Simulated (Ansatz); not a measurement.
# W: the cost of one run

Program: Ansatz 0.2 development build. Level of theory: DFT, PBE0, all-electron, task scf. These are calculated values, not measurements.

**1. The starting structure**

It takes space group Im-3m (No. 229, cubic). Conventional cell: a = 3.126 Å, b = 3.126 Å, c = 3.126 Å, α = 90.00°, β = 90.00°, γ = 90.00°. Around W (site symmetry m-3m) lie 8 W at 2.71 Å.

Structure file:

```cif
data_structure
_symmetry_space_group_name_H-M 'Im-3m'
_symmetry_Int_Tables_number 229
_cell_length_a 3.1261
_cell_length_b 3.1261
_cell_length_c 3.1261
_cell_angle_alpha 90.000
_cell_angle_beta 90.000
_cell_angle_gamma 90.000
_cell_volume 30.55
loop_
_atom_site_label
_atom_site_type_symbol
_atom_site_symmetry_multiplicity
_atom_site_Wyckoff_symbol
_atom_site_fract_x
_atom_site_fract_y
_atom_site_fract_z
_atom_site_occupancy
W1 W 2 a 0.00000 0.00000 0.00000 1
```

**2. The calculation**

input.yaml

```yaml
crystal:
  lattice:
    - [-1.563045640262, 1.563045640262, 1.563045640262]
    - [1.563045640262, -1.563045640262, 1.563045640262]
    - [1.563045640262, 1.563045640262, -1.563045640262]
  atoms:
    - { symbol: W, position: [0, 0, 0] }
kpoints:
  mp_grid: { grid: [2, 2, 2], shift: [0, 0, 0] }
hamiltonian:
  xc: pbe0
  dispersion: none
  pseudopotentials: { kind: all_electron }
magnetization:
  spin_polarized: false
scf:
  max_iter: 300
  occupations: { method: fermi_dirac, width: "0.5 eV" }
  convergence: { dr2_threshold: "1e-11 eV" }
  exx: { energy_threshold: "1e-9 eV", max_outer_iter: 80 }
output:
  forces: false
  stress: true
  eigenvalues: true
```

Started as:

```bash
> ansatz run input.yaml --threads 11 --backend cpu --events-out ev
```

**Question.** How long does this run take on 11 threads of Arm Neoverse V2 (Grace), shared host, and how much memory does it need?

About 44 s, with a peak of 3 GiB.
